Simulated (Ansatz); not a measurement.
# CHBClI (SMILES ClB=CI): functionals against CCSD(T) at one geometry

The task here is to estimate one member of a computed series from the others.

Program: Ansatz 0.2.0, Gaussian basis. Level of theory: single points in def2-TZVPP. These are calculated values, not measurements.

Cores are frozen in the correlated methods. Filled d shells of the heavier atoms are correlated. Core potentials replace the inner electrons past krypton, and spin-orbit coupling is left out.

## The starting structure

5 atoms, charge 0, spin multiplicity 1.

Atoms are counted from 1 here; the program's logs count them from 0.

Bond lengths: Cl1–B2 1.693 Å, B2–C3 1.429 Å, C3–I4 2.192 Å, C3–H5 1.093 Å. Angles: Cl1–B2–C3 174.8°, B2–C3–I4 117.7°, B2–C3–H5 129.0°, I4–C3–H5 113.2°.

Geometry (Å):

```mol
CHBClI
  3D, bonds by distance, orders not assigned

  5  4  0  0  0  0  0  0  0  0999 V2000
   -1.0191   -1.3638    1.9184 Cl  0  0
   -0.4897   -0.5473    0.5332 B   0  0
    0.0776    0.1231   -0.5943 C   0  0
    1.5190    1.7279   -0.2065 I   0  0
   -0.1323   -0.0202   -1.6570 H   0  0
  1  2  8  0
  2  3  8  0
  3  4  8  0
  3  5  8  0
M  END
```

Set-up of the first run:

The input, run/in.yaml:

```yaml
crystal:
  periodic: [false, false, false]
  atoms:
    - {symbol: Cl, position_ang: [-1.019100, -1.363800, 1.918400]}
    - {symbol: B, position_ang: [-0.489700, -0.547300, 0.533200]}
    - {symbol: C, position_ang: [0.077600, 0.123100, -0.594300]}
    - {symbol: I, position_ang: [1.519000, 1.727900, -0.206500]}
    - {symbol: H, position_ang: [-0.132300, -0.020200, -1.657000]}
basis:
  gaussian: {orbitals: def2-TZVPP}
correlation: {method: ccsd_t}
output: {forces: true}
```

No record of the launch command was kept for these runs.

Steps of the session up to this table: CCSD(T)/def2-TZVPP; PBE0-D4/def2-TZVPP; wB97M-V/def2-TZVPP; r2SCAN-D4/def2-TZVPP; PBE-D4/def2-TZVPP; BHLYP-D4/def2-TZVPP; r2SCAN0-D4/def2-TZVPP.

One table of the session follows, with a row left open; its other results are not shown here.

| method | RMS force component (eV/Å) | angle to CCSD(T) forces (°) | dipole (D) |
| --- | --- | --- | --- |
| CCSD(T) | 0.600 | reference | 1.77 |
| PBE0-D4 | 0.733 | 9.9 | 1.84 |
| wB97M-V | 0.790 | 8.9 | 1.96 |
| r2SCAN-D4 | 0.670 | 12.2 | 1.85 |
| PBE-D4 | ? | ? | ? |
| BHLYP-D4 | 0.869 | 14.1 | 1.96 |
| r2SCAN0-D4 | 0.777 | 11.0 | 1.93 |

**Question.** Estimate the row for PBE-D4.

The run gave: RMS force component (eV/Å): 0.598; angle to CCSD(T) forces (°): 12.1; dipole (D): 1.70. In the column «RMS force component (eV/Å)» it is the lowest.
